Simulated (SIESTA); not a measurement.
The system is YCuF5.

```xyz
7
Lattice="-2.1161 3.4755 4.0333 2.1161 -3.4755 4.0333 2.1161 3.4755 -4.0333" Properties=species:S:1:pos:R:3 pbc="T T T"
Y     0.0000    0.0000    4.0333
Cu    0.0000    0.0000    0.0000
F     0.0000    3.4755    0.0000
F     0.0000    0.0000    6.2463
F     0.0000    0.0000    1.8203
F     2.1161    1.2991    0.0000
F     0.0000    2.1764    4.0333
```

The cell comes from a database or a generator and needn't be the stable form of this composition.

| Property | Result |
| --- | --- |
| Program | SIESTA 5.4.2 |
| Task | single point |
| Functional | PBE |
| Potentials or basis | PseudoDojo 0.4 standard (PBE files) |
| Basis | DZP (energy shift 0.003 Ry; two zetas on semicore shells) |
| Grid cutoff | 800 Ry |
| Energy shift | 0.003 Ry |
| k mesh | 7 × 7 × 7 |
| Occupations | fermi-dirac, width 0.05 eV |
| Spin | no spin polarisation |

On this cell: pressure 1.5 GPa; largest force 0.256 eV/Å; band gap on the k mesh none (metal or under the smearing width).

The same run follows on a disturbed copy (atoms moved at random, drawn with an rms of 0.05 Å):

```
CELL_PARAMETERS angstrom
-2.11615 3.47550 4.03327
2.11615 -3.47550 4.03327
2.11615 3.47550 -4.03327
ATOMIC_POSITIONS crystal
Y 0.50486 0.50582 0.00272
Cu 0.99872 0.01205 0.99794
F 0.49190 0.99132 0.49282
F 0.78406 0.77139 0.00490
F 0.22822 0.21313 0.98652
F 0.19287 0.51042 0.69786
F 0.81105 0.50652 0.31686
```

Task: What changes?

Result: The energy (extrapolated to zero smearing) moves by +8.5 meV/atom; pressure 1.9 GPa; largest force 1.151 eV/Å; band gap on the k mesh none (metal or under the smearing width).

Forces on the atoms (eV/Å):
```
Y   -0.412 -0.274 -0.044
Cu  -0.065  0.219 -1.128
F    0.463  0.049 -0.030
F    0.068 -0.103  0.517
F    0.068 -0.043  0.628
F   -0.061 -0.464  0.048
F   -0.061  0.618  0.008
```

Stress tensor (GPa, compression positive):
```
 1.40  0.03 -0.11
 0.03  1.93  0.04
-0.11  0.04  2.38
```

Caveats: short orbitals over semicore shells can move pressures by several GPa; the basis of atomic orbitals isn't converged, which shifts pressures, moduli and gaps; an odd number of electrons without spin polarisation forces a metal; a magnetic or distorted state may lie lower; the run has no spin polarisation, though such a crystal can be magnetic; semilocal functionals often make such compounds metallic where correlation or magnetic order opens a gap, which also shifts bond lengths.
